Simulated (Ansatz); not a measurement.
# H7InO2Si2: vertical ionisation energy

An exercise on one series of results from a longer session: the logs are not shown, and one member is left open.

The runs use Ansatz 0.2.0, Gaussian basis; unrestricted cation, the program's frozen cores in correlated methods.

Levels to be run: UKS PBE-D4/def2-TZVPP; UKS r2SCAN-D4/def2-TZVPP; UKS PBE0-D4/def2-TZVPP; UKS B3LYP-D4/def2-TZVPP; UKS wB97X-V/def2-TZVPP; UKS wB97M-V/def2-TZVPP; UKS B2PLYP/def2-TZVPP; UHF-CCSD(T)/def2-TZVPP; UHF-MP2/def2-QZVPP; extrapolation to the limit; then −ε(HOMO) from the neutral's earlier runs with LDA (SPW92), PBE-D4, revPBE-D4, BLYP-D4, r2SCAN-D4, B97M-V, PBE0-D4, B3LYP-D4, r2SCANh-D4, r2SCAN0-D4, HSE06-D4, BHLYP-D4, CAM-B3LYP-D4, LC-ωPBE, ωB97X-V, ωB97M-V.

### The geometry

All runs share one geometry, relaxed beforehand with PBE0-D4 in a triple-zeta def2 set. In takes the def2 core potential; no spin-orbit term is included.

SMILES `[SiH3][O][InH][O][SiH3]`, 12 atoms, charge 0, spin multiplicity 1.

Atoms are counted from 1 here; the program's logs count them from 0.

Bond lengths: Si1–O2 1.629 Å, Si1–H6 1.489 Å, Si1–H7 1.488 Å, Si1–H8 1.492 Å, O2–In3 1.969 Å, In3–O4 1.969 Å, In3–H9 1.681 Å, O4–Si5 1.629 Å, Si5–H10 1.488 Å, Si5–H11 1.489 Å, Si5–H12 1.492 Å. Angles: O2–Si1–H6 111.2°, O2–Si1–H7 109.1°, O2–Si1–H8 111.6°, H6–Si1–H7 108.6°, H6–Si1–H8 108.0°, H7–Si1–H8 108.3°, Si1–O2–In3 139.7°, O2–In3–O4 110.2°, O2–In3–H9 124.9°, O4–In3–H9 124.9°, In3–O4–Si5 139.6°, O4–Si5–H10 109.1°, O4–Si5–H11 111.2°, O4–Si5–H12 111.6°, H10–Si5–H11 108.6°, H10–Si5–H12 108.3°, H11–Si5–H12 108.0°.

Coordinates:

```xyz
12
charge 0, multiplicity 1
Si   -1.95249    0.02249    0.83890
O    -0.64382   -0.35429    1.73309
In    1.28314   -0.68857    1.50669
O     1.83129   -0.28082   -0.33986
Si    1.21837    0.37165   -1.70103
H    -2.11487    1.49810    0.71890
H    -3.16732   -0.53684    1.49178
H    -1.85767   -0.54469   -0.53792
H     2.31227   -1.24208    2.71566
H     2.32086    0.99397   -2.48341
H     0.56285   -0.66487   -2.54608
H     0.20738    1.42596   -1.39673
```

Set-up of the first run:

in.yaml reads:

```yaml
crystal:
  periodic: [false, false, false]
  atoms:
    - {symbol: Si, position_ang: [-1.952488, 0.022493, 0.838901]}
    - {symbol: O, position_ang: [-0.643821, -0.354293, 1.733089]}
    - {symbol: In, position_ang: [1.283138, -0.688568, 1.506688]}
    - {symbol: O, position_ang: [1.831292, -0.280823, -0.339860]}
    - {symbol: Si, position_ang: [1.218371, 0.371654, -1.701026]}
    - {symbol: H, position_ang: [-2.114868, 1.498101, 0.718899]}
    - {symbol: H, position_ang: [-3.167316, -0.536841, 1.491779]}
    - {symbol: H, position_ang: [-1.857667, -0.544686, -0.537921]}
    - {symbol: H, position_ang: [2.312271, -1.242083, 2.715663]}
    - {symbol: H, position_ang: [2.320861, 0.993970, -2.483409]}
    - {symbol: H, position_ang: [0.562851, -0.664870, -2.546077]}
    - {symbol: H, position_ang: [0.207377, 1.425956, -1.396727]}
basis:
  gaussian: {orbitals: def2-TZVPP}
total_charge: 1
magnetization: {spin_polarized: true, initial_magnetization: 1}
hamiltonian: {xc: pbe, dispersion: d4}
```

Command:

```console
$ ansatz run in.yaml --threads 2 --pin off --events-out ev --progress --plain --max-ram 32768MiB --backend cpu
```

Among the steps run: Cation, UKS PBE-D4/def2-TZVPP; Cation, UKS r2SCAN-D4/def2-TZVPP; Cation, UKS PBE0-D4/def2-TZVPP; Cation, UKS B3LYP-D4/def2-TZVPP; Cation, UKS wB97X-V/def2-TZVPP; Cation, UKS wB97M-V/def2-TZVPP; Cation, UKS B2PLYP (frozen core)/def2-TZVPP; Cation, UHF-CCSD(T)/def2-TZVPP; Cation, UHF-MP2/def2-QZVPP.

One table of the session follows, with a row left open; its other results are not shown here.

Orbital estimates, from the neutral's runs:

| functional | −ε(HOMO) (eV) |
| --- | --- |
| LDA (SPW92) | 6.89 |
| PBE-D4 | 6.78 |
| revPBE-D4 | 6.73 |
| BLYP-D4 | 6.70 |
| r2SCAN-D4 | 7.11 |
| B97M-V | 7.24 |
| PBE0-D4 | 8.17 |
| B3LYP-D4 | 7.97 |
| r2SCANh-D4 | 7.62 |
| r2SCAN0-D4 | 8.40 |
| HSE06-D4 | 7.77 |
| BHLYP-D4 | 9.52 |
| CAM-B3LYP-D4 | ? |
| LC-ωPBE | 10.91 |
| ωB97X-V | 10.59 |
| ωB97M-V | 10.45 |

Q: Estimate the row for CAM-B3LYP-D4 from the others.

As computed: −ε(HOMO) (eV): 9.58. In the column «−ε(HOMO) (eV)» it lies between BHLYP-D4 (9.52) and ωB97M-V (10.45).
